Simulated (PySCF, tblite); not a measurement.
**CH7AlO3Si2, a small gas-phase stand-in for a defect centre: NMR shifts, core binding energies and electronic excitations**

Aim: the NMR shifts, core binding energies and electronic excitations of `[OH][Al]([OH])[O][Si]C[SiH3]`. It is drawn as: twofold Si.

Computed with tblite 0.8.0 and PySCF 2.14.0; each step states its level. No surroundings beyond the atoms listed, unless a continuum is named. Atoms count from 0, parts from 1.

### Step 1. The system as given

14 atoms, charge 0, multiplicity 1; geometry: distance geometry start.

### Step 2. Relaxing the cluster with GFN2-xTB

What the job is given:

```
{"job": {"kind": "relax", "xc": "GFN2-xTB", "basis": "xTB"}, "charge": 0, "multiplicity": 1}
Si    -0.101166     0.400070     0.980210
C     -1.691738    -0.338766     1.601686
Si    -2.782033    -0.749564     0.165083
O      1.212998     1.316039     0.218306
Al     1.244094     1.884355    -1.534849
O      2.132686     0.794431    -2.778752
O     -0.316603     2.717677    -2.162199
H     -1.476781    -1.184353     2.113892
H     -2.156812     0.369819     2.218232
H     -3.589523     0.390423    -0.135219
H     -1.989974    -1.076771    -0.940292
H     -3.614730    -1.825010     0.513736
H      1.714082     0.435287    -3.580157
H     -1.130149     2.260251    -2.399021
```

Method: GFN2-xTB geometry optimisation, gas phase.

On the command line:

```sh
> OMP_NUM_THREADS=1 python cluster_run.py task.json out
```

One launch serves the whole session: the jobs run in the order shown.

**Question.** The jobs that follow are: PBE0-D3(BJ)/def2-SVP geometry optimisation, gas phase; GIAO PBE0/pcSseg-1 NMR shielding, non-relativistic, gas phase; delta-SCF UKS SCAN, pcX-2 on the ionised atom, pcseg-1 elsewhere, spin-free X2C; TDDFT CAM-B3LYP/def2-SVPD, vertical, gas phase, core orbitals frozen in the response. Predict: point group; rotational constants (main isotopes); $^{13}$C shifts against TMS (PBE0/pcSseg-1); $^{1}$H shifts against TMS (PBE0/pcSseg-1); $^{29}$Si shifts against TMS (PBE0/pcSseg-1); $^{17}$O shifts against H2O (PBE0/pcSseg-1); $^{27}$Al shifts against AlH4- (PBE0/pcSseg-1); Si2p binding energies, SCAN/pcX-2; C1s binding energies, SCAN/pcX-2; O1s binding energies, SCAN/pcX-2 (standing for 1 of 3 atoms); Al2p binding energies, SCAN/pcX-2; lowest singlet (CAM-B3LYP/def2-SVPD); brightest single state of those computed; lowest triplet; vertical ionisation energy (ΔSCF); vertical electron affinity (ΔSCF).

As calculated:

| quantity | value |
| --- | --- |
| point group | C1 |
| rotational constants (main isotopes) | 1.90, 1.03, 0.85 GHz |
| $^{13}$C shifts against TMS (PBE0/pcSseg-1) | 26.8 ppm |
| $^{1}$H shifts against TMS (PBE0/pcSseg-1) | 4.13, 4.11, 3.61, 1.29, 1.21, 1.12, -0.46 ppm |
| $^{29}$Si shifts against TMS (PBE0/pcSseg-1) | 329.4, -65.3 ppm |
| $^{17}$O shifts against H2O (PBE0/pcSseg-1) | 287.8, 21.0, 11.5 ppm |
| $^{27}$Al shifts against AlH4- (PBE0/pcSseg-1) | -2.1 ppm |
| Si2p binding energies, SCAN/pcX-2 | Si0 107.51, Si2 107.35 eV |
| C1s binding energies, SCAN/pcX-2 | C1 289.82 eV |
| O1s binding energies, SCAN/pcX-2 (standing for 1 of 3 atoms) | O3 537.26 eV |
| Al2p binding energies, SCAN/pcX-2 | Al4 80.62 eV |
| lowest singlet (CAM-B3LYP/def2-SVPD) | 3.36 eV (369 nm), f = 0.031 |
| brightest single state of those computed | state 4, 6.22 eV, f = 0.108 |
| lowest triplet | 2.00 eV |
| vertical ionisation energy (ΔSCF) | 8.34 eV |
| vertical electron affinity (ΔSCF) | 0.06 eV |

What this shows: The start of the PBE0/def2-SVP relaxation was shaken at random by about 0.01 Å, so part of the energy gained, and of the first lengths quoted, undoes that. The optimisation took 30 steps and gained 0.417 eV; among the close pairs (by a distance rule), Al4–H10 changed most, from 1.833 to 2.003 Å (PBE0/def2-SVP). No frequency check was run at this level, so the end point may be a saddle. Hydrogens of an XH3 group are listed apart at this fixed geometry; free rotation makes them one line at their mean. At PBE0/pcSseg-1: The widest tensor belongs to Si0: span 888 ppm, with a paramagnetic part of -854 ppm. At SCAN/pcX-2: The Si2p levels kept as sound span 0.16 eV, from Si2 (silicon bonded to C, 3 H) up to Si0 (silicon bonded to C, O). The first singlet state (HOMO→LUMO 0.98) lies at 3.36 eV and is weak; of the 6 states computed, the strongest absorption comes from state 4 at 6.22 eV. The lowest triplet lies 1.36 eV below the lowest singlet (triplets in Tamm-Dancoff, singlets in full TDDFT). ΔSCF puts the ionisation energy at 8.34 eV, 0.77 eV above −ε(HOMO). A capped cluster stands for the solid here, so long-range fields and strain are missing, and bands or shifts of the capping hydrogens have no counterpart in it.
